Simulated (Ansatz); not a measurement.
# CoO+ (quintet): the correlation ladder, def2-TZVPP

An exercise on one series of results from a longer session: the logs are not shown, and one member is left open.

Method: def2-TZVPP, core rule «outside noble gas», up to 10 orbitals frozen; program: Ansatz 0.2.0, Gaussian basis.

Plan: UHF; CCSD(T) on ROHF; CCSD(T) on UHF; CCSDT(Q) on ROHF; CCSDT(Q) on UHF; CASSCF and NEVPT2, 14 electrons in 10 orbitals.

4 further runs of the same task are left out: 4 set aside as unsound or not needed.

## The geometry

The geometry is a PBE0/def2-TZVP stationary point (not a proven minimum) of the parent state, kept for this charge and spin.

2 atoms, charge 1, spin multiplicity 5.

Atoms are counted from 1 here; the program's logs count them from 0.

Bond lengths: Co1–O2 1.703 Å.

Coordinates:

```xyz
2
CoO
Co    0.00000    0.00000    0.00000
O     0.00000    0.00000    1.70340
```

The first run:

File in.yaml:

```yaml
crystal:
  periodic: [false, false, false]
  atoms:
    - {symbol: Co, position_ang: [0.000000, 0.000000, 0.000000]}
    - {symbol: O, position_ang: [0.000000, 0.000000, 1.703400]}
basis:
  gaussian: {orbitals: def2-TZVPP}
total_charge: 1
magnetization: {spin_polarized: true, initial_magnetization: 4}
hamiltonian: {xc: hf}
output: {orbitals: {seedname: orbitals}}
```

On the command line:

```
ansatz run in.yaml --threads 1 --pin off --events-out ev --progress --plain --max-ram 3968MiB --backend cpu
```

Steps of the session up to this table: UHF; CCSD(T) on ROHF; CCSD(T) on UHF; CCSDT(Q) on ROHF; CCSDT(Q) on UHF; CASSCF and NEVPT2, 14 electrons in 10 orbitals.

One table of the session follows, with a row left open; its other results are not shown here.

| method | from RCCSDT(Q) (meV) |
| --- | --- |
| UHF | +13352.6 |
| RMP2 | +2049.2 |
| UMP2 | +1783.9 |
| RCCSD | +1135.7 |
| UCCSD | +1051.5 |
| RCCSD(T) | +325.5 |
| UCCSD(T) | +374.3 |
| RCCSDT | +197.2 |
| UCCSDT | ? |
| RCCSDT(Q) | 0 |
| UCCSDT(Q) | -5.6 |
| CASSCF valence | +12421.4 |
| NEVPT2 valence | +1743.1 |

Q: Estimate the row for UCCSDT from the others.

The run gave: from RCCSDT(Q) (meV): +202.7. In the column «from RCCSDT(Q) (meV)» it lies between RCCSDT (+197.2) and RCCSD(T) (+325.5).

Left out of the table: ROHF (another determinant or state than the rows shown).

To keep in mind: Warnings: coupled cluster took another determinant than the lowest; large T1 diagnostic. Restricted and unrestricted rows rest on different reference determinants; where their highest levels disagree by more than a few hundredths of an eV, they describe different states and don't form one ladder.
